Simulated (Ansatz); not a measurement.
Ba2Tl5V3O12:

```
CELL_PARAMETERS angstrom
6.48991 -6.67692 -0.04765
6.48991 6.67692 -0.04765
-1.96739 0.00000 5.75220
ATOMIC_POSITIONS crystal
Ba 0.47917 0.52083 0.00000
Ba 0.79264 0.20736 0.00000
V 0.65694 0.94605 0.25735
V 0.05395 0.34306 0.74265
V 0.57442 0.42558 0.50000
Tl 0.49835 0.85629 0.63726
Tl 0.14371 0.50165 0.36274
Tl 0.01508 0.98492 0.50000
Tl 0.30964 0.12677 0.21892
Tl 0.87323 0.69036 0.78108
O 0.00390 0.26325 0.44275
O 0.59719 0.60676 0.67706
O 0.91333 0.42820 0.84635
O 0.52536 0.79943 0.20594
O 0.68766 0.41628 0.31356
O 0.09251 0.20316 0.88601
O 0.58372 0.31234 0.68644
O 0.79684 0.90749 0.11399
O 0.57180 0.08667 0.15365
O 0.20057 0.47464 0.79406
O 0.73675 0.99610 0.55725
O 0.39324 0.40281 0.32294
```

The cell was built by a generator and needn't be a form met in nature.

Base run:

```yaml
Program: Ansatz 0.2.0
Functional: PBE
Potentials_or_basis: Ansatz PAW
Cutoff: "420 eV (not typed: the program's choice for these potentials)"
k_mesh: 3 × 3 × 5
Occupations: fermi-dirac, width 0.05 eV
Spin: collinear spin, ferromagnetic start
Starting_moments: "[0.0, 0.0, 2.0, 2.0, 2.0, 0.0, 0.0, 0.0, 0.0, 0.0, 0.0, 0.0, 0.0, 0.0, 0.0, 0.0, 0.0, 0.0, 0.0, 0.0, 0.0, 0.0] μB"
Hubbard_terms: V d U = 6 eV
```

Its results: band gap on the k mesh 2.94 eV, indirect (least direct gap 2.98 eV); pressure 0.5 GPa; net moment 0.00 μB per cell; largest force 0.251 eV/Å.

The run is repeated on the same cell with these changes: functional from PBE to r2SCAN; cutoff from 420 eV (not typed: the program's choice for these potentials) to 500 eV (not typed: the program's choice for these potentials); hubbard terms from V d U = 6 eV to none; hubbard projectors from ortho-atomic (the default) to none. What comes out?

Band gap on the k mesh 3.24 eV, indirect (least direct gap 3.28 eV); pressure -2.1 GPa; net moment 0.00 μB per cell; largest force 0.450 eV/Å.

Several settings changed at once, so the effect can't be laid on one alone.

Caveats: the magnetic or orbital state may not be the lowest; spin-orbit coupling is left out, which as a rule narrows the gap of such compounds by several tenths of an eV; the starting moments weren't kept; odd divisions of the mesh miss points on the zone boundary, where band edges often lie, so the gap on the mesh can be too wide (some runs); the PAW data sets come from PBE, with cores solved anew for the run's functional, which leaves a small shift of forces and pressure (some runs).
